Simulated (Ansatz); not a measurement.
Predict the output of the script below (Ansatz 0.2.0, Python API).

`c.py`
```python
"""Elastic constants of C."""

from dataclasses import replace
import warnings

import ansatz as az
import numpy as np

params = {
    "functional": "r2scan",
    "cutoff_ev": 600,
    "smearing": "Fixed",
    "mesh": (12, 12, 12),
}

warnings.simplefilter("ignore", az.DeckWarning)

lattice = az.Lattice.of(
    [0.0, 1.78337, 1.78337],
    [1.78337, 0.0, 1.78337],
    [1.78337, 1.78337, 0.0],
)
sites = [
    ("C", [0.0, 0.0, 0.0]),
    ("C", [0.25, 0.25, 0.25]),
]
xtal = az.Crystal(lattice=lattice)
for symbol, position in sites:
    xtal = xtal.atom(symbol, position)

base = (
    xtal.calculation()
    .functional(params["functional"])
    .basis(params["cutoff_ev"])
    .occupations(params["smearing"])
    .kpoints(*params["mesh"])
)
# first bring the cell to zero stress
rest = base.relax(cell=True).run(threads=1, backend="cpu").lattice
relaxed = az.Crystal(lattice=az.Lattice.of(rest.cell_ang))
for site in rest.sites:
    relaxed = relaxed.atom(site.symbol, site.position_frac)
base = replace(base, crystal=relaxed)
print("relaxed volume {:.3f} A^3".format(abs(np.linalg.det(rest.cell_ang))))
result = base.elastic("clamped-ion").run(threads=1, backend="cpu")
elastic = result.elastic

C = np.asarray(elastic.c_gpa)
for i in range(6):
    for j in range(i, 6):
        if abs(C[i, j]) > 0.05:
            print(f"C{i + 1}{j + 1} = {C[i, j]:.1f} GPa")
print("smallest eigenvalue of C:", round(elastic.stability.min_eigenvalue_gpa, 1), "GPa; tensor positive definite:", elastic.stability.min_eigenvalue_gpa > 0)
# averaged moduli need a positive definite tensor
if elastic.stability.min_eigenvalue_gpa > 0:
    m = elastic.moduli
    print(f"K = {m.k_hill_gpa:.1f}, G = {m.g_hill_gpa:.1f}, E = {m.youngs_gpa:.1f} GPa, Poisson ratio {m.poisson:.3f}, K/G = {m.k_hill_gpa / m.g_hill_gpa:.2f}")
```

Running `python c.py` prints:
```text
relaxed volume 11.280 A^3
C11 = 1112.4 GPa
C12 = 120.1 GPa
C13 = 120.1 GPa
C22 = 1112.4 GPa
C23 = 120.1 GPa
C33 = 1112.4 GPa
C44 = 588.8 GPa
C55 = 588.8 GPa
C66 = 588.8 GPa
smallest eigenvalue of C: 588.8 GPa; tensor positive definite: True
K = 450.9, G = 549.8, E = 1172.7 GPa, Poisson ratio 0.067, K/G = 0.82
```

Notes:
- The Fermi level of a run with fixed occupations marks the highest occupied state on its mesh, not mid-gap.
- A positive definite tensor excludes instabilities under uniform strain alone; phonons elsewhere in the zone can still be imaginary.
- These are clamped-ion constants: where atoms have free coordinates under strain, the relaxed-ion ones can be far smaller or negative, so this tensor doesn't settle whether the crystal is stable.
- The constants belong to the cell that was strained; where it wasn't relaxed first it may be under stress.
- The whole script took 32 s on 1 thread of Arm Neoverse V2, with other jobs on the host, peak memory 0.47 GiB.

(A comment or docstring line of the script was reworded after the run, the code is as it ran.)
